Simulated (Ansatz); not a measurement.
**GeNO+ (triplet): from Hartree-Fock to the top rungs, cc-pVDZ**

One table from this session's results is given with a row withheld; the runs are named, their logs left out.

Program: Ansatz 0.2.0, Gaussian basis. Level of theory: cc-pVDZ, core rule «outside noble gas», up to 16 orbitals frozen. These are calculated values, not measurements.

The runs, in order: UHF; CCSD(T) on ROHF; CCSD(T) on UHF; BCCD(T) on ROHF; CISD as a restricted active space (open shells left free, so some higher excitations enter); CCSDT(Q) on ROHF; CCSDT(Q) on UHF; CASSCF and MRCISD+Q, 12 electrons in 11 orbitals; CASSCF and NEVPT2, 12 electrons in 11 orbitals.

19 further runs of the same task are left out: 6 that didn't finish, 13 set aside as unsound or not needed. Runs told in other sessions of the task aren't counted.

### What is computed

The geometry is a PBE0/def2-TZVP stationary point (not a proven minimum) of the parent state, kept for this charge and spin. No spin-orbit coupling is included. The filled d shell of Ge may be among the frozen orbitals whatever the setting's name suggests.

3 atoms, charge 1, spin multiplicity 3.

Atoms are counted from 1 here; the program's logs count them from 0.

Bond lengths: Ge1–N2 1.737 Å, N2–O3 1.189 Å. Angles: Ge1–N2–O3 180.0°.

The first run:

Contents of in.yaml:

```yaml
crystal:
  periodic: [false, false, false]
  atoms:
    - {symbol: Ge, position_ang: [0.000000, 0.000000, 1.554600]}
    - {symbol: N, position_ang: [0.000000, 0.000000, -0.182700]}
    - {symbol: O, position_ang: [0.000000, 0.000000, -1.371900]}
basis:
  gaussian: {orbitals: cc-pVDZ}
total_charge: 1
magnetization: {spin_polarized: true, initial_magnetization: 2}
hamiltonian: {xc: hf}
output: {orbitals: {seedname: orbitals}}
```

Started as:

```console
ansatz run in.yaml --threads 1 --pin off --events-out ev --progress --plain --max-ram 2393MiB
```

Among the steps run: UHF; CCSD(T) on ROHF; CCSD(T) on UHF; BCCD(T) on ROHF; CISD as a restricted active space (open shells left free, so some higher excitations enter); CCSDT(Q) on ROHF; CCSDT(Q) on UHF; CASSCF and MRCISD+Q, 12 electrons in 11 orbitals; CASSCF and NEVPT2, 12 electrons in 11 orbitals.

One table of the session follows, with a row left open; its other results are not shown here.

It belongs to the step «Misses and costs». 

| method | from RCCSDT(Q) (kcal/mol) |
| --- | --- |
| ROHF | +270.56 |
| UHF | +260.86 |
| RMP2 | +17.88 |
| UMP2 | +24.73 |
| RCCSD | +12.83 |
| UCCSD | +12.26 |
| RCCSD(T) | +2.18 |
| UCCSD(T) | +2.26 |
| BCCD(T) | +2.30 |
| RCCSDT | +1.60 |
| UCCSDT | +1.49 |
| RCCSDT(Q) | 0 |
| UCCSDT(Q) | ? |
| CASSCF valence | +162.16 |
| NEVPT2 valence | +27.98 |
| MRCISD valence | +13.24 |
| MRCISD+Q valence | +2.14 |

**Question.** Estimate the row for UCCSDT(Q).

**Answer.** from RCCSDT(Q) (kcal/mol): -0.20. In the column «from RCCSDT(Q) (kcal/mol)» it is the lowest.

Not comparable, so not listed: CISD as a restricted active space (open shells left free, so some higher excitations enter) (they don't share determinant, frozen orbitals or solution with the rows shown, or repeat one).

To keep in mind: Restricted and unrestricted rows rest on different reference determinants; a gap between their highest levels can come from leftover correlation error, from unlike frozen cores or from another state.
